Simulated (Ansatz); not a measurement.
**InCl₂F: how energies converge with the basis set**

The task here is to estimate one member of a computed series from the others.

The runs use Ansatz 0.2.0, Gaussian basis; one geometry, several basis sets.

Levels to be run: PBE0-D4/def2-SVP; ωB97M-V/def2-SVP; PBE0-D4/def2-QZVPP; ωB97M-V/def2-QZVPP; the functionals' def2-TZVPP values are taken from earlier runs.

**The relaxed structure**

The geometry comes from an earlier relaxation with PBE0-D4 in a triple-zeta def2 set; it is a stationary point. In takes the def2 core potential; no spin-orbit term is included.

SMILES `[F][In]([Cl])[Cl]`, 4 atoms, charge 0, spin multiplicity 1.

Atoms are counted from 1 here; the program's logs count them from 0.

Bond lengths: F1–In2 1.927 Å, In2–Cl3 2.285 Å, In2–Cl4 2.285 Å. Angles: F1–In2–Cl3 117.6°, F1–In2–Cl4 117.6°, Cl3–In2–Cl4 124.8°.

Set-up of the first run:

File in.yaml:

```yaml
crystal:
  periodic: [false, false, false]
  atoms:
    - {symbol: F, position_ang: [0.230913, 0.992107, 1.678912]}
    - {symbol: In, position_ang: [0.019127, 0.009231, 0.035552]}
    - {symbol: Cl, position_ang: [1.200209, -1.933302, -0.195808]}
    - {symbol: Cl, position_ang: [-1.394749, 0.871664, -1.538956]}
basis:
  gaussian: {orbitals: def2-SVP}
hamiltonian: {xc: pbe0, dispersion: d4}
output: {orbitals: {seedname: orbitals}}
```

Steps of the session up to this table: PBE0-D4 in def2-SVP; ωB97M-V in def2-SVP; PBE0-D4 in def2-QZVPP; ωB97M-V in def2-QZVPP.

One table of the session follows, with a row left open; its other results are not shown here.

It belongs to the step «Functionals by basis». 

```
functional       basis  HOMO (eV)  LUMO (eV)
   PBE0-D4    def2-SVP      -9.48      -2.88
   PBE0-D4  def2-TZVPP      -9.64      -3.01
   PBE0-D4  def2-QZVPP      -9.66      -3.05
   ωB97M-V    def2-SVP     -11.68      -0.78
   ωB97M-V  def2-TZVPP     -11.91      -1.01
   ωB97M-V  def2-QZVPP          ?          ?
```

Estimate the missing values for ωB97M-V, def2-QZVPP.

**Answer.** HOMO (eV): -11.94; LUMO (eV): -1.13. In the column «HOMO (eV)» it is the lowest.
